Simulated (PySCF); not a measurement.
# GaSb: from the state search to spectroscopic constants

The task here is to estimate one member of a computed series from the others.

The runs use PySCF 2.14.0; Ga def2-TZVPPD, Sb def2-TZVPPD with ECP28, scalar-relativistic core potentials.

The first run:

A driver script around PySCF takes these settings:

```json
{
 "atoms": "Ga, Sb",
 "charge": "0",
 "basis": "Ga def2-TZVPPD, Sb def2-TZVPPD with ECP28",
 "Hamiltonian": "scalar-relativistic core potentials",
 "basis functions": "110",
 "electrons treated": "54",
 "masses in u": "68.9256, 120.9038",
 "levels": "PBE0, PBE, r²SCAN, M06-2X, TPSS, MN15, r²SCANh, M06, ωB97X-V, HF, MP2, SCS-MP2",
 "grid": "80 radial by 434 angular points",
 "occupations": "held fixed by the projection of orbital angular momentum",
 "dissociation limit": "Ga + Sb, each in its ground configuration",
 "starting distance in angstrom": "2.570",
 "values of 2S to try": "0, 2, 4"
}
```

Command:

```sh
> OMP_NUM_THREADS=2 python dia.py task.json out
```

Steps of the session up to this table: Input; The PBE0 curve of the state that the search chose; Other states along the same grid; PBE; r²SCAN (meta-GGA); M06-2X (hybrid meta-GGA); TPSS (meta-GGA); MN15 (hybrid meta-GGA); r²SCANh; M06 (hybrid meta-GGA); ωB97X-V (range-separated hybrid); UHF.

One of the session's tables, all rows but one given; the rest of the session is left out.

Energy (eV) from each level's lowest point:

| R (Å) | UHF | UHF-MP2 | UHF-SCS-MP2 | PBE | TPSS |
| --- | --- | --- | --- | --- | --- |
| 2.385 | 0.704 | 0.500 | 0.553 | 0.628 | 0.601 |
| 2.496 | 0.331 | 0.198 | 0.233 | 0.288 | 0.271 |
| 2.607 | ? | ? | ? | ? | ? |
| 2.690 | 0.035 | 0.000 | 0.010 | 0.026 | 0.022 |
| 2.773 | 0.000 | 0.000 | 0.000 | 0.000 | 0.000 |
| 2.856 | 0.003 | 0.033 | 0.025 | 0.009 | 0.012 |
| 2.967 | 0.048 | 0.116 | 0.098 | 0.061 | 0.068 |
| 3.106 | 0.148 | 0.265 | 0.239 | 0.171 | 0.180 |
| 3.272 | 0.288 | 0.499 | 0.472 | 0.340 | 0.352 |
| 3.494 | 0.443 | 0.817 | 0.795 | 0.593 | 0.606 |

Estimate the missing values for R (Å) = 2.607.

Worked estimate for «UHF». A straight line through the neighbours (2.496, 0.331) and (2.690, 0.035) gives 0.331 + (0.035 − 0.331) × (2.607 − 2.496) / (2.690 − 2.496) = 0.162; a parabola fitted to 4 rows on both sides gives 0.111.

As computed: UHF: 0.118; UHF-MP2: 0.045; UHF-SCS-MP2: 0.065; PBE: 0.098; TPSS: 0.089. In «UHF» the line misses by +0.044 and the parabola by -0.007.

Caveats from the session: Lowest PBE0 solution found, without spin–orbit coupling: ³Σ⁻ (triplet), unpaired electrons π ↑↑. With spin–orbit coupling the term label itself may not hold. Warnings in the runs' records: inverted.
